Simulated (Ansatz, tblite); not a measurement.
**C₁₅H₉N: a ladder of methods and basis sets**

An exercise on one series of results from a longer session: the logs are not shown, and one member is left open.

Computed with Ansatz 0.2.0, Gaussian basis. Level: as each input shows.

Levels to be run: GFN1-xTB, GFN2-xTB, PBE-D4/def2-TZVP, r2SCAN-D4/def2-TZVP, PBE-D4/def2-SVP, PBE0-D4/def2-SVP, HF/STO-3G, HF/6-31G, B3LYP-D4/6-31G, MP2/def2-SVP, RPA/def2-SVP.

4 further runs of the same task are left out: 4 that didn't finish.

## The structure

The geometry is that of the singlet, from an earlier relaxation (r2SCAN-D4/def2-SVP).

25 atoms, charge 0, spin multiplicity 1.

Bond lengths: C1–C2 1.385 Å, C1–C15 1.432 Å, C1–H17 1.092 Å, C2–C3 1.429 Å, C2–H18 1.091 Å, C3–C4 1.384 Å, C3–C14 1.503 Å, C4–C5 1.416 Å, C4–H19 1.097 Å, C5–C6 1.383 Å, C5–H20 1.096 Å, C6–C7 1.462 Å, C6–C16 1.448 Å, C7–C8 1.365 Å, C7–H21 1.092 Å, C8–C9 1.460 Å, C8–H22 1.091 Å, C9–C10 1.383 Å and more. Angles: C2–C1–C15 109.7°, C2–C1–H17 125.8°, C15–C1–H17 124.5°, C1–C2–C3 108.2°, C1–C2–H18 127.3°, C3–C2–H18 124.6°, C2–C3–C4 123.1°, C2–C3–C14 106.8°, C4–C3–C14 130.0°, C3–C4–C5 130.0°, C3–C4–H19 114.7°, C5–C4–H19 115.2°, C4–C5–C6 127.3°, C4–C5–H20 116.2°, C6–C5–H20 116.6°, C5–C6–C7 124.9°, C5–C6–C16 128.3°, C7–C6–C16 106.8° and more.

PBE0-D4/def2-TZVP was run before; its log isn't repeated, and its numbers join the tables.

The first run:

Tight binding, by tblite at 300 K electronic temperature and without a spin-polarisation term:

```python
tblite.interface.Calculator('GFN1-xTB', numbers, positions, charge=0, uhf=0).singlepoint()
```

Tight binding, by tblite at 300 K electronic temperature and without a spin-polarisation term:

```python
tblite.interface.Calculator('GFN2-xTB', numbers, positions, charge=0, uhf=0).singlepoint()
```

start.molden holds the orbitals of an earlier run on this state, given as this run's starting guess.

in.yaml reads:

```yaml
crystal:
  periodic: [false, false, false]
  atoms:
    - {symbol: C, position_ang: [3.705360, 0.000316, -0.150852]}
    - {symbol: C, position_ang: [3.159081, -1.205708, 0.256304]}
    - {symbol: C, position_ang: [1.737088, -1.068329, 0.270148]}
    - {symbol: C, position_ang: [0.881564, -2.094749, 0.631326]}
    - {symbol: C, position_ang: [-0.532525, -2.121119, 0.695890]}
    - {symbol: C, position_ang: [-1.403493, -1.088262, 0.402101]}
    - {symbol: C, position_ang: [-2.860505, -1.173266, 0.488202]}
    - {symbol: C, position_ang: [-3.410147, 0.023561, 0.129488]}
    - {symbol: C, position_ang: [-2.327902, 0.944881, -0.205931]}
    - {symbol: C, position_ang: [-2.323017, 2.262645, -0.624473]}
    - {symbol: N, position_ang: [-1.166153, 2.922127, -0.880422]}
    - {symbol: C, position_ang: [-0.023922, 2.286466, -0.724813]}
    - {symbol: C, position_ang: [0.124998, 0.918413, -0.296785]}
    - {symbol: C, position_ang: [1.430896, 0.337463, -0.165486]}
    - {symbol: C, position_ang: [2.657568, 0.941710, -0.408617]}
    - {symbol: C, position_ang: [-1.088149, 0.255193, -0.037102]}
    - {symbol: H, position_ang: [4.770666, 0.214111, -0.262716]}
    - {symbol: H, position_ang: [3.695263, -2.116610, 0.524929]}
    - {symbol: H, position_ang: [1.380211, -3.031450, 0.909400]}
    - {symbol: H, position_ang: [-0.984053, -3.067358, 1.014657]}
    - {symbol: H, position_ang: [-3.396728, -2.072877, 0.795682]}
    - {symbol: H, position_ang: [-4.472944, 0.269517, 0.093982]}
    - {symbol: H, position_ang: [-3.251594, 2.829135, -0.767300]}
    - {symbol: H, position_ang: [0.879533, 2.867685, -0.945253]}
    - {symbol: H, position_ang: [2.818905, 1.966555, -0.742338]}
basis:
  gaussian: {orbitals: def2-TZVP, initial_orbitals: start.molden}
hamiltonian: {xc: pbe, dispersion: d4}
scf: {omitted_lower_state_checks: [starts]}
output: {orbitals: {seedname: orbitals}}
```

On the command line:

```console
ansatz run in.yaml --threads 6 --pin off --events-out ev --progress --plain --max-ram 7833MiB
```

Among the steps run: PBE-D4/def2-TZVP; r2SCAN-D4/def2-TZVP; PBE-D4/def2-SVP; PBE0-D4/def2-SVP; HF/STO-3G; HF/6-31G; B3LYP-D4/6-31G; MP2/def2-SVP; RPA/def2-SVP.

One table of the session follows, with a row left open; its other results are not shown here.

It belongs to the step «Binding energy». 

```
              level  binding an atom (eV)
          HF/STO-3G                 4.409
           HF/6-31G                 3.671
        HF/def2-SVP                 4.001
    PBE-D4/def2-SVP                 5.775
   PBE-D4/def2-TZVP                 5.682
r2SCAN-D4/def2-TZVP                 5.468
     B3LYP-D4/6-31G                     ?
   PBE0-D4/def2-SVP                 5.634
  PBE0-D4/def2-TZVP                 5.539
       MP2/def2-SVP                 5.386
```

Estimate the missing values for B3LYP-D4/6-31G.

As computed: binding an atom (eV): 5.309. In the column «binding an atom (eV)» it lies between HF/STO-3G (4.409) and MP2/def2-SVP (5.386).

To keep in mind: Free atoms were run apart at each level; binding is atoms less cluster, divided by the number of atoms, without zero-point or spin-orbit terms.
